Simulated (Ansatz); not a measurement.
# Ta8Tl7S24: the cost of one run

Method: DFT PBEsol, plane waves, PAW, scalar-relativistic, no spin polarisation, in Ansatz 0.2.0.

**1. The starting structure**

The cell holds 39 atoms (S24Ta8Tl7): a = 9.551 Å, b = 7.182 Å, c = 14.731 Å, α = 90.00°, β = 90.00°, γ = 90.00°.

The coordinates stand in the first input below.

**2. Run 1**

230 steps of 3 fs under a Langevin thermostat at 900 K.

Contents of input.yaml:

```yaml
crystal:
  lattice:
    - [9.550819, 0.0, 0.0]
    - [0.0, 7.181878, 0.0]
    - [0.0, 0.0, 14.7307]
  atoms:
    - { symbol: Ta, position: [0.659986, 0.125, 0.9299025] }
    - { symbol: Ta, position: [0.340014, 0.375, 0.0700975] }
    - { symbol: Ta, position: [0.159986, 0.125, 0.5700975] }
    - { symbol: Ta, position: [0.840014, 0.375, 0.4299025] }
    - { symbol: Tl, position: [0.5217692, 0.375, 0.672238] }
    - { symbol: Tl, position: [0.0217692, 0.375, 0.827762] }
    - { symbol: Tl, position: [0.9782308, 0.125, 0.172238] }
    - { symbol: S, position: [0.5216549, 0.125, 0.0983825] }
    - { symbol: S, position: [0.4783451, 0.375, 0.9016175] }
    - { symbol: S, position: [0.0216549, 0.125, 0.4016175] }
    - { symbol: S, position: [0.9783451, 0.375, 0.5983825] }
    - { symbol: S, position: [0.7525152, 0.125, 0.7867628] }
    - { symbol: S, position: [0.2474848, 0.375, 0.2132372] }
    - { symbol: S, position: [0.2525152, 0.125, 0.7132372] }
    - { symbol: S, position: [0.7474848, 0.375, 0.2867628] }
    - { symbol: S, position: [0.6933203, 0.125, 0.4996856] }
    - { symbol: S, position: [0.3066797, 0.375, 0.5003144] }
    - { symbol: S, position: [0.1933203, 0.125, 0.0003144] }
    - { symbol: S, position: [0.8066797, 0.375, 0.9996856] }
    - { symbol: Ta, position: [0.659986, 0.625, 0.9299025] }
    - { symbol: Ta, position: [0.340014, 0.875, 0.0700975] }
    - { symbol: Ta, position: [0.159986, 0.625, 0.5700975] }
    - { symbol: Ta, position: [0.840014, 0.875, 0.4299025] }
    - { symbol: Tl, position: [0.5217692, 0.875, 0.672238] }
    - { symbol: Tl, position: [0.4782308, 0.625, 0.327762] }
    - { symbol: Tl, position: [0.0217692, 0.875, 0.827762] }
    - { symbol: Tl, position: [0.9782308, 0.625, 0.172238] }
    - { symbol: S, position: [0.5216549, 0.625, 0.0983825] }
    - { symbol: S, position: [0.4783451, 0.875, 0.9016175] }
    - { symbol: S, position: [0.0216549, 0.625, 0.4016175] }
    - { symbol: S, position: [0.9783451, 0.875, 0.5983825] }
    - { symbol: S, position: [0.7525152, 0.625, 0.7867628] }
    - { symbol: S, position: [0.2474848, 0.875, 0.2132372] }
    - { symbol: S, position: [0.2525152, 0.625, 0.7132372] }
    - { symbol: S, position: [0.7474848, 0.875, 0.2867628] }
    - { symbol: S, position: [0.6933203, 0.625, 0.4996856] }
    - { symbol: S, position: [0.3066797, 0.875, 0.5003144] }
    - { symbol: S, position: [0.1933203, 0.625, 0.0003144] }
    - { symbol: S, position: [0.8066797, 0.875, 0.9996856] }
total_charge: -1
basis:
  ecutwfc: 420.0
kpoints:
  mp_grid: { grid: [1, 2, 1] }
hamiltonian:
  xc: pbesol
scf:
  occupations: { method: fermi_dirac, width: 0.05 }
  lower_state_search: "off"
md:
  timestep: 3.0
  n_steps: 230
  ensemble: nvt_langevin
  temperature: 900.0
  initial_velocities: maxwell_boltzmann
  seed: 134056
  friction: 0.005
```

Command:

```console
$ ansatz run input.yaml --threads 4 --pin off --max-ram 10240MiB --backend cpu --events-out ev --progress --plain --runs-dir out
```

What time and memory should one allow on 4 threads of AMD EPYC 7B13 (Zen 3), shared host?

About 23 min, with a peak of 2.5 GiB.
